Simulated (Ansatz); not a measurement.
# C2H6GeOS: up Jacob's ladder to CCSD(T)

An exercise on one series of results from a longer session: the logs are not shown, and one member is left open.

The runs use Ansatz 0.2.0, Gaussian basis; functionals in def2-TZVPP, the program's frozen cores in correlated methods.

Plan: PBE-D4, r2SCAN-D4, PBE0-D4, B3LYP-D4, ωB97X-V, ωB97M-V, B2PLYP; CCSD(T)/def2-TZVPP; MP2/def2-QZVPP; extrapolation to the limit.

## The geometry

An earlier PBE0-D4 in a triple-zeta def2 set relaxation fixed the geometry.

SMILES `[CH3][GeH2][O]C=S`, 11 atoms, charge 0, spin multiplicity 1.

Atoms are counted from 1 here; the program's logs count them from 0.

Bond lengths: C1–Ge2 1.932 Å, C1–H6 1.090 Å, C1–H7 1.090 Å, C1–H8 1.091 Å, Ge2–O3 1.826 Å, Ge2–H9 1.534 Å, Ge2–H10 1.539 Å, O3–C4 1.315 Å, C4–S5 1.615 Å, C4–H11 1.098 Å. Angles: Ge2–C1–H6 110.0°, Ge2–C1–H7 109.6°, Ge2–C1–H8 110.2°, H6–C1–H7 109.1°, H6–C1–H8 109.0°, H7–C1–H8 108.9°, C1–Ge2–O3 104.7°, C1–Ge2–H9 113.9°, C1–Ge2–H10 114.6°, O3–Ge2–H9 105.0°, O3–Ge2–H10 105.7°, H9–Ge2–H10 111.8°, Ge2–O3–C4 123.2°, O3–C4–S5 124.6°, O3–C4–H11 114.6°, S5–C4–H11 120.8°.

Set-up of the first run:

in.yaml reads:

```yaml
crystal:
  periodic: [false, false, false]
  atoms:
    - {symbol: C, position_ang: [-0.976548, 0.305491, -1.606103]}
    - {symbol: Ge, position_ang: [0.128731, -0.722403, -0.400138]}
    - {symbol: O, position_ang: [0.901990, 0.519049, 0.693858]}
    - {symbol: C, position_ang: [0.913605, 0.416873, 2.004604]}
    - {symbol: S, position_ang: [1.599262, 1.486245, 3.002121]}
    - {symbol: H, position_ang: [-1.759590, 0.819342, -1.048546]}
    - {symbol: H, position_ang: [-0.363778, 1.044567, -2.122618]}
    - {symbol: H, position_ang: [-1.438195, -0.350350, -2.346036]}
    - {symbol: H, position_ang: [1.303109, -1.433215, -1.085401]}
    - {symbol: H, position_ang: [-0.648177, -1.669926, 0.530419]}
    - {symbol: H, position_ang: [0.404989, -0.472573, 2.398538]}
basis:
  gaussian: {orbitals: def2-TZVPP}
hamiltonian: {xc: pbe, dispersion: d4}
output: {forces: true, orbitals: {seedname: orbitals}}
```

Started as:

```bash
> ansatz run in.yaml --threads 4 --pin off --events-out ev --progress --plain --max-ram 10444MiB
```

Steps of the session up to this table: PBE-D4 (GGA); r2SCAN-D4 (meta-GGA); PBE0-D4 (hybrid); B3LYP-D4 (hybrid); ωB97X-V (range-separated); ωB97M-V (range-separated); B2PLYP (double hybrid); CCSD(T) in def2-TZVPP; MP2 in def2-QZVPP.

One table of the session follows, with a row left open; its other results are not shown here.

It belongs to the step «Atomisation energies». 

```
            method  atomisation energy (kJ/mol)
            PBE-D4                       3987.6
         r2SCAN-D4                       3924.2
           PBE0-D4                       3901.0
          B3LYP-D4                            ?
           ωB97X-V                       3914.8
           ωB97M-V                       3902.8
            B2PLYP                       3856.6
     HF/def2-TZVPP                       2751.4
    MP2/def2-TZVPP                       3873.8
   CCSD/def2-TZVPP                       3738.6
CCSD(T)/def2-TZVPP                       3812.0
           MP2/CBS                       3968.3
       CCSD(T)/CBS                       3906.5
```

Estimate the missing values for B3LYP-D4.

**Answer.** atomisation energy (kJ/mol): 3888.7. In the column «atomisation energy (kJ/mol)» it lies between MP2/def2-TZVPP (3873.8) and PBE0-D4 (3901.0).

To keep in mind: Free atoms (2 C, 1 Ge, 1 O, 1 S, 6 H) were run apart at each level; the atomisation energy is their sum less the molecule, without zero-point or spin-orbit terms.
